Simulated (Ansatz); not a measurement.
# TiRe: stress in a strained cell

TiRe is deformed so: equal xy, yz and zx engineering shear strains of -1 %. What stress and forces result, by LAPW, PAW and all-electron datasets made for the crystal?

Computed with Ansatz 0.2.0 (DFT PBEsol, scalar-relativistic, unless a step's input says otherwise).

### 1 The structure to begin with

Symmetry: Pm-3m, No. 221, cubic system. Conventional cell: a = 3.118 Å, b = 3.118 Å, c = 3.118 Å, α = 90.00°, β = 90.00°, γ = 90.00°. Around Ti (site symmetry m-3m) lie 8 Re at 2.70 Å. Re (site symmetry m-3m) is surrounded by 8 Ti at 2.70 Å.

Coordinates:

```cif
data_structure
_symmetry_space_group_name_H-M 'P 1'
_symmetry_Int_Tables_number 1
_cell_length_a 3.1180
_cell_length_b 3.1180
_cell_length_c 3.1180
_cell_angle_alpha 90.000
_cell_angle_beta 90.000
_cell_angle_gamma 90.000
_cell_volume 30.31
loop_
_atom_site_label
_atom_site_type_symbol
_atom_site_fract_x
_atom_site_fract_y
_atom_site_fract_z
_atom_site_occupancy
Ti1 Ti 0.50000 0.50000 0.50000 1
Re1 Re 0.00000 0.00000 0.00000 1
```

Atoms are numbered in the order of the input: Ti1, Re2.

### 2 After the deformation

Space group Pm-3m before, R-3m after.

### 3 LAPW, all electrons

Contents of input.yaml:

```yaml
crystal:
  lattice:
    - [3.118, -0.01559, -0.01559]
    - [-0.01559, 3.118, -0.01559]
    - [-0.01559, -0.01559, 3.118]
  atoms:
    - { symbol: Ti, position: [0.5, 0.5, 0.5] }
    - { symbol: Re, position: [0.0, 0.0, 0.0] }
kpoints:
  mp_grid: { grid: [13, 13, 13] }
  band_path:
    path:
      - [0.0, 0.0, 0.0]
      - [0.5, 0.0, 0.0]
      - [0.5, -0.5, 0.5]
      - [0.4901240068, -0.5098759932, 0.4901240068]
      - [0.4901240068, 0.4901240068, 0.4901240068]
      - [0.0, 0.0, 0.0]
      - [0.5, -0.5, 0.0]
    npoints: 5
scf:
  occupations: { method: fermi_dirac, width: 0.05 }
hamiltonian:
  xc: pbesol
  pseudopotentials: { kind: all_electron, lapw: { basis_error: 0.001 } }
output:
  forces: true
  stress: true
  eigenvalues: true
```

The run is started by

```console
> ansatz run input.yaml --threads 1 --pin off --max-ram 3072MiB --backend cpu --events-out ev --progress --plain --runs-dir out
```

### 4 PAW on the default files

Contents of input.yaml:

```yaml
crystal:
  lattice:
    - [3.118, -0.01559, -0.01559]
    - [-0.01559, 3.118, -0.01559]
    - [-0.01559, -0.01559, 3.118]
  atoms:
    - { symbol: Ti, position: [0.5, 0.5, 0.5] }
    - { symbol: Re, position: [0.0, 0.0, 0.0] }
kpoints:
  mp_grid: { grid: [13, 13, 13] }
scf:
  occupations: { method: fermi_dirac, width: 0.05 }
hamiltonian:
  xc: pbesol
  pseudopotentials: { kind: paw }
output:
  forces: true
  stress: true
  eigenvalues: true
  efg: { contact_densities: true }
  write_density: true
  write_potential: true
  elf: true
  volumetric_format: npy
```

### 5 Datasets made for this crystal

input.yaml, as its differences from that of step 4:

```diff
@@ -14,3 +14,3 @@
   xc: pbesol
-  pseudopotentials: { kind: paw }
+  pseudopotentials: { kind: all_electron, datasets: crystal }
 output:
@@ -20,5 +20 @@
   efg: { contact_densities: true }
-  write_density: true
-  write_potential: true
-  elf: true
-  volumetric_format: npy
```

(Steps that only read results are left out.)

What does the calculation give? Wanted: pressure; largest shear or deviatoric stress.

As calculated:

| quantity | value |
| --- | --- |
| pressure | LAPW -7.69, PAW -7.70, crystal datasets -7.69 GPa |
| largest shear or deviatoric stress (LAPW) | 0.73 GPa |

The largest part of the stress beyond the pressure is 0.73 GPa in size; the atoms are carried along and not relaxed. No run of the undeformed cell stands beside it, so the pressure holds what the given cell had before the change. PAW: stress within 0.01 GPa of LAPW. Crystal datasets: stress within 0.01 GPa of LAPW. Spin-orbit coupling is left out, though the cell holds Re; in elements this heavy it can shift bands and gaps by tenths of an eV.
